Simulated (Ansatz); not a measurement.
# FH6NOSiSn: one species, many methods

The task here is to estimate one member of a computed series from the others.

Program: Ansatz 0.2.0, Gaussian basis. Level of theory: functionals in def2-TZVPP, the program's frozen cores in correlated methods. These are calculated values, not measurements.

Plan: PBE-D4, r2SCAN-D4, PBE0-D4, B3LYP-D4, ωB97X-V, ωB97M-V, B2PLYP; CCSD(T)/def2-TZVPP; MP2/def2-QZVPP; extrapolation to the limit.

### The relaxed structure

All runs share one geometry, relaxed beforehand with PBE0-D4 in a triple-zeta def2 set. Sn takes the def2 core potential; no spin-orbit term is included.

SMILES `N[SiH](F)[O][SnH3]`, 11 atoms, charge 0, spin multiplicity 1.

Atoms are counted from 1 here; the program's logs count them from 0.

Bond lengths: N1–Si2 1.710 Å, N1–H6 1.007 Å, N1–H7 1.008 Å, Si2–F3 1.599 Å, Si2–O4 1.610 Å, Si2–H8 1.477 Å, O4–Sn5 1.978 Å, Sn5–H9 1.704 Å, Sn5–H10 1.701 Å, Sn5–H11 1.701 Å. Angles: Si2–N1–H6 120.6°, Si2–N1–H7 119.6°, H6–N1–H7 111.1°, N1–Si2–F3 103.7°, N1–Si2–O4 109.9°, N1–Si2–H8 116.8°, F3–Si2–O4 112.2°, F3–Si2–H8 106.4°, O4–Si2–H8 107.8°, Si2–O4–Sn5 127.6°, O4–Sn5–H9 106.3°, O4–Sn5–H10 108.1°, O4–Sn5–H11 102.9°, H9–Sn5–H10 113.1°, H9–Sn5–H11 112.4°, H10–Sn5–H11 113.1°.

The first run:

Input file in.yaml:

```yaml
crystal:
  periodic: [false, false, false]
  atoms:
    - {symbol: N, position_ang: [-0.405798, -0.187641, 1.651742]}
    - {symbol: Si, position_ang: [0.361387, -1.213835, 0.518727]}
    - {symbol: F, position_ang: [1.910234, -1.112078, 0.902277]}
    - {symbol: O, position_ang: [0.068856, -0.696277, -0.976998]}
    - {symbol: Sn, position_ang: [-0.081788, 1.175925, -1.597751]}
    - {symbol: H, position_ang: [-1.409928, -0.111095, 1.677283]}
    - {symbol: H, position_ang: [-0.010430, -0.078215, 2.572008]}
    - {symbol: H, position_ang: [0.011847, -2.648066, 0.576371]}
    - {symbol: H, position_ang: [-1.630926, 1.711418, -1.133343]}
    - {symbol: H, position_ang: [1.175815, 2.072104, -0.884645]}
    - {symbol: H, position_ang: [0.076232, 1.030762, -3.285071]}
basis:
  gaussian: {orbitals: def2-TZVPP}
hamiltonian: {xc: pbe, dispersion: d4}
output: {forces: true, orbitals: {seedname: orbitals}}
```

Run with:

```bash
> ansatz run in.yaml --threads 2 --pin off --events-out ev --progress --plain --max-ram 22528MiB --backend cpu
```

Steps of the session up to this table: PBE-D4 (GGA); r2SCAN-D4 (meta-GGA); PBE0-D4 (hybrid); B3LYP-D4 (hybrid); ωB97X-V (range-separated); ωB97M-V (range-separated); B2PLYP (double hybrid); CCSD(T) in def2-TZVPP; MP2 in def2-QZVPP.

One of the session's tables, all rows but one given; the rest of the session is left out.

```
            method  atomisation energy (kcal/mol)
            PBE-D4                          884.4
         r2SCAN-D4                          879.8
           PBE0-D4                          868.0
          B3LYP-D4                          879.6
           ωB97X-V                          890.3
           ωB97M-V                          885.6
            B2PLYP                          871.2
     HF/def2-TZVPP                          622.7
    MP2/def2-TZVPP                          871.8
   CCSD/def2-TZVPP                          849.4
CCSD(T)/def2-TZVPP                          862.3
           MP2/CBS                          901.0
       CCSD(T)/CBS                              ?
```

Q: Estimate the row for CCSD(T)/CBS from the others.

**Answer.** atomisation energy (kcal/mol): 891.5. In the column «atomisation energy (kcal/mol)» it lies between ωB97X-V (890.3) and MP2/CBS (901.0).

Some runs used a GPU and others CPU threads alone; cost is compared among the CPU runs only.

Among the levels timed on like hardware, those that no quicker one beats, quickest first: PBE-D4 (3.9 s, -7.1 kcal/mol); ωB97X-V (13 s, -1.2 kcal/mol).

Limits of these values: All levels share the lack of spin-orbit coupling, which lowers the free heavy atoms and so the true binding.
